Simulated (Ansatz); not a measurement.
# CH3BrOSSi: a ladder of functionals and wavefunction methods

How much do the methods differ for CH3BrOSSi? The plan is to run it at one geometry with functionals of several rungs and with coupled cluster, and see how far each lands from CCSD(T) at the basis-set limit for the atomisation energy.

The runs use Ansatz 0.2.0, Gaussian basis; functionals in def2-TZVPP, the program's frozen cores in correlated methods.

Plan: LDA (SPW92), PBE-D4, revPBE-D4, BLYP-D4, r2SCAN-D4, B97M-V, PBE0-D4, B3LYP-D4, r2SCANh-D4, r2SCAN0-D4, HSE06-D4, BHLYP-D4, CAM-B3LYP-D4, LC-ωPBE, ωB97X-V, ωB97M-V, B2PLYP, PBE-QIDH; CCSD(T)/def2-SVP; CCSD(T)/def2-TZVPP; MP2/def2-QZVPP; extrapolation to the limit; RPA on PBE.

## 1. The geometry

The geometry comes from an earlier relaxation with PBE0-D4 in a triple-zeta def2 set; it is a stationary point, not always the lowest conformer.

8 atoms, charge 0, spin multiplicity 1.

Atoms are counted from 1 here; the program's logs count them from 0.

Bond lengths: S1–Si2 2.105 Å, S1–H6 1.344 Å, Si2–O3 1.664 Å, Si2–C4 1.802 Å, Si2–H7 1.474 Å, O3–C4 1.445 Å, C4–Br5 1.931 Å, C4–H8 1.085 Å. Angles: Si2–S1–H6 92.5°, S1–Si2–O3 115.9°, S1–Si2–C4 124.3°, S1–Si2–H7 112.3°, O3–Si2–C4 49.1°, O3–Si2–H7 118.5°, C4–Si2–H7 121.1°, Si2–O3–C4 70.4°, Si2–C4–O3 60.5°, Si2–C4–Br5 121.9°, Si2–C4–H8 127.3°, O3–C4–Br5 114.3°, O3–C4–H8 113.6°, Br5–C4–H8 108.3°.

## 2. LDA

This LDA is Slater exchange with PW92 correlation.

File in.yaml:

```yaml
crystal:
  periodic: [false, false, false]
  atoms:
    - {symbol: S, position_ang: [0.337112, 2.237015, 0.615628]}
    - {symbol: Si, position_ang: [0.068385, 0.153531, 0.476108]}
    - {symbol: O, position_ang: [1.219740, -0.672063, -0.396790]}
    - {symbol: C, position_ang: [-0.053298, -0.752930, -1.076470]}
    - {symbol: Br, position_ang: [-0.795028, -2.533809, -1.162292]}
    - {symbol: H, position_ang: [-0.238939, 2.288480, 1.828886]}
    - {symbol: H, position_ang: [-0.410327, -0.434111, 1.740313]}
    - {symbol: H, position_ang: [-0.035446, -0.343115, -2.081083]}
basis:
  gaussian: {orbitals: def2-TZVPP}
hamiltonian: {xc: lda}
output: {orbitals: {seedname: orbitals}}
```

Launch:

```sh
$ ansatz run in.yaml --threads 4 --pin off --events-out ev --progress --plain --max-ram 10444MiB
```

Further steps of the session: PBE-D4 (GGA); revPBE-D4 (GGA); BLYP-D4 (GGA); r2SCAN-D4 (meta-GGA); B97M-V (meta-GGA); B3LYP-D4 (hybrid); r2SCANh-D4 (hybrid); r2SCAN0-D4 (hybrid); HSE06-D4 (hybrid); BHLYP-D4 (hybrid); CAM-B3LYP-D4 (range-separated); LC-ωPBE (range-separated); ωB97X-V (range-separated); ωB97M-V (range-separated); B2PLYP (double hybrid); PBE-QIDH (double hybrid); CCSD(T) in def2-SVP; CCSD(T) in def2-TZVPP; MP2 in def2-QZVPP; RPA on PBE orbitals.

Before running them: what should the planned runs give, taken together? Wanted: atomisation energy, CCSD(T)/CBS; farthest beyond LDA; mean size of error, GGA; mean size of error, meta-GGA; mean size of error, hybrid; mean size of error, range-separated; mean size of error, double hybrid; gap, smallest and largest; T1 diagnostic.

**Answer**, as computed:

```
                               quantity                                                                                                 value
        atomisation energy, CCSD(T)/CBS                                                                                        642.5 kcal/mol
functionals within 6.4 kcal/mol (1.0 %)  revPBE-D4, BLYP-D4, r2SCAN-D4, B97M-V, PBE0-D4, r2SCANh-D4, HSE06-D4, CAM-B3LYP-D4, ωB97X-V, ωB97M-V
                    farthest beyond LDA                                                                             BHLYP-D4 (-34.3 kcal/mol)
                mean size of error, GGA                                                                                          7.9 kcal/mol
           mean size of error, meta-GGA                                                                                          4.0 kcal/mol
             mean size of error, hybrid                                                                                          9.5 kcal/mol
    mean size of error, range-separated                                                                                          4.4 kcal/mol
      mean size of error, double hybrid                                                                                         10.1 kcal/mol
              gap, smallest and largest                                                             4.44 eV (LDA (SPW92)), 11.36 eV (LC-ωPBE)
                          T1 diagnostic                                                                                                0.0122
triples share of the correlation energy                                                                                                 4.2 %
```

LDA overbinds by 114.7 kcal/mol (18 %). PBE-D4 is off by +18.9 kcal/mol. Double hybrids carry the basis error of their MP2 part in triple zeta, and no dispersion term here, so their miss is partly the set-up's. The rungs meta-GGA, range-separated miss on average by less than the doubt on the reference (6.4 kcal/mol), so they tie. Misses under about 6.4 kcal/mol are within the doubt on the reference itself, which lacks core-valence correlation, relativity and higher excitations, and its outer-core shells are covered unevenly. All levels share the lack of spin-orbit coupling, which lowers the free heavy atoms and so the true binding. Hartree-Fock recovers 66 % of the binding; the rest is correlation. CCSD(T) in def2-SVP is off by -61.0 kcal/mol, worse than the median functional, from the basis alone. The gap grows from 4.4 to 11.4 eV across the functionals, mostly with the share of exact exchange. Correlated methods include outer-core shells of Br, which these sets cover unevenly.
